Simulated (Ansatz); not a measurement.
# BN with a defect (S on an N site): a single-point run

The task is a single point on BN with a defect (S on an N site) that gives the gradients at the nuclei.

The COD entry's cell or inner coordinates are ideal or old and differ from later refinements, so a difference from it is no clean test against experiment.

Program: Ansatz 0.2.0. Level of theory: DFT, PBE, plane-wave PAW, default files, scalar-relativistic. These are calculated values, not measurements.

## Step 1: The structure to begin with

Symmetry: P-6m2, No. 187, hexagonal system. The conventional cell has a = 7.495 Å, b = 7.495 Å, c = 6.636 Å, α = 90.00°, β = 90.00°, γ = 120.00°. B (site symmetry -6m2) has 3 N at 1.44 Å as nearest neighbours. B (site symmetry m) is surrounded by 3 N at 1.44 Å. B (site symmetry mm2) is surrounded by 1 S at 1.44 Å and 2 N at 1.44 Å. B (site symmetry mm2) is surrounded by 3 N at 1.44 Å. S (site symmetry -6m2) has 3 B at 1.44 Å as nearest neighbours. Only part of the 14 independent sites is listed.

The input asks for a charge of +1 e on the cell.

Coordinates:

```cif
data_structure
_symmetry_space_group_name_H-M 'P-6m2'
_symmetry_Int_Tables_number 187
_cell_length_a 7.4947
_cell_length_b 7.4947
_cell_length_c 6.6357
_cell_angle_alpha 90.000
_cell_angle_beta 90.000
_cell_angle_gamma 120.000
_cell_volume 322.80
loop_
_atom_site_label
_atom_site_type_symbol
_atom_site_symmetry_multiplicity
_atom_site_Wyckoff_symbol
_atom_site_fract_x
_atom_site_fract_y
_atom_site_fract_z
_atom_site_occupancy
B1 B 1 a 0.00000 0.00000 0.00000 1
B2 B 6 l 0.00000 0.33333 0.00000 1
B3 B 1 c 0.33333 0.66667 0.00000 1
B4 B 1 e 0.66667 0.33333 0.00000 1
B5 B 3 k 0.11111 0.88889 0.50000 1
B6 B 3 k 0.11111 0.55556 0.50000 1
B7 B 3 k 0.44444 0.22222 0.50000 1
S1 S 1 b 0.00000 0.00000 0.50000 1
N1 N 6 m 0.00000 0.33333 0.50000 1
N2 N 1 d 0.33333 0.66667 0.50000 1
N3 N 1 f 0.66667 0.33333 0.50000 1
N4 N 3 j 0.11111 0.88889 0.00000 1
N5 N 3 j 0.11111 0.55556 0.00000 1
N6 N 3 j 0.44444 0.22222 0.00000 1
```

## Step 2: The calculation

input.yaml reads:

```yaml
crystal:
  lattice:
    - [7.49472, 0.0, 0.0]
    - [-3.74736, 6.4906179144, 0.0]
    - [0.0, 0.0, 6.6357]
  atoms:
    - { symbol: B, position: [0.1111111111, 0.2222222222, 0.25] }
    - { symbol: B, position: [0.1111111111, 0.5555555556, 0.25] }
    - { symbol: B, position: [0.1111111111, 0.8888888889, 0.25] }
    - { symbol: B, position: [0.4444444444, 0.2222222222, 0.25] }
    - { symbol: B, position: [0.4444444444, 0.5555555556, 0.25] }
    - { symbol: B, position: [0.4444444444, 0.8888888889, 0.25] }
    - { symbol: B, position: [0.7777777778, 0.2222222222, 0.25] }
    - { symbol: B, position: [0.7777777778, 0.5555555556, 0.25] }
    - { symbol: B, position: [0.7777777778, 0.8888888889, 0.25] }
    - { symbol: B, position: [0.2222222222, 0.1111111111, 0.75] }
    - { symbol: B, position: [0.2222222222, 0.4444444444, 0.75] }
    - { symbol: B, position: [0.2222222222, 0.7777777778, 0.75] }
    - { symbol: B, position: [0.5555555556, 0.1111111111, 0.75] }
    - { symbol: B, position: [0.5555555556, 0.4444444444, 0.75] }
    - { symbol: B, position: [0.5555555556, 0.7777777778, 0.75] }
    - { symbol: B, position: [0.8888888889, 0.1111111111, 0.75] }
    - { symbol: B, position: [0.8888888889, 0.4444444444, 0.75] }
    - { symbol: B, position: [0.8888888889, 0.7777777778, 0.75] }
    - { symbol: S, position: [0.1111111111, 0.2222222222, 0.75] }
    - { symbol: "N", position: [0.1111111111, 0.5555555556, 0.75] }
    - { symbol: "N", position: [0.1111111111, 0.8888888889, 0.75] }
    - { symbol: "N", position: [0.4444444444, 0.2222222222, 0.75] }
    - { symbol: "N", position: [0.4444444444, 0.5555555556, 0.75] }
    - { symbol: "N", position: [0.4444444444, 0.8888888889, 0.75] }
    - { symbol: "N", position: [0.7777777778, 0.2222222222, 0.75] }
    - { symbol: "N", position: [0.7777777778, 0.5555555556, 0.75] }
    - { symbol: "N", position: [0.7777777778, 0.8888888889, 0.75] }
    - { symbol: "N", position: [0.2222222222, 0.1111111111, 0.25] }
    - { symbol: "N", position: [0.2222222222, 0.4444444444, 0.25] }
    - { symbol: "N", position: [0.2222222222, 0.7777777778, 0.25] }
    - { symbol: "N", position: [0.5555555556, 0.1111111111, 0.25] }
    - { symbol: "N", position: [0.5555555556, 0.4444444444, 0.25] }
    - { symbol: "N", position: [0.5555555556, 0.7777777778, 0.25] }
    - { symbol: "N", position: [0.8888888889, 0.1111111111, 0.25] }
    - { symbol: "N", position: [0.8888888889, 0.4444444444, 0.25] }
    - { symbol: "N", position: [0.8888888889, 0.7777777778, 0.25] }
total_charge: 1
kpoints:
  mp_grid: { grid: [3, 3, 3] }
scf:
  occupations: { method: fixed }
  max_iter: 80
hamiltonian:
  xc: pbe
  pseudopotentials: { kind: paw }
output:
  forces: true
  stress: true
  populations: true
  efg:
    quadrupole_moments_barn: { B: 0.04059, S: -0.0694, "N": 0.02044 }
    contact_densities: true
```

Command:

```
$ ansatz run input.yaml --threads 1 --pin off --max-ram 3072MiB --backend cpu --events-out ev --progress --plain --runs-dir out
```

What happens when this is run?

The run converged and reported no error. It gives a pressure of 21 GPa and a largest force of 20.0 eV/Å, which is large; a structure far from rest gives such values too, whatever the setting.

Fixed occupations are right only where a gap separates filled from empty bands at every k-point. This system has one (2.45 eV on the mesh), so they are sound here.

The occupations need no remedy; a run with other occupations serves as a check.
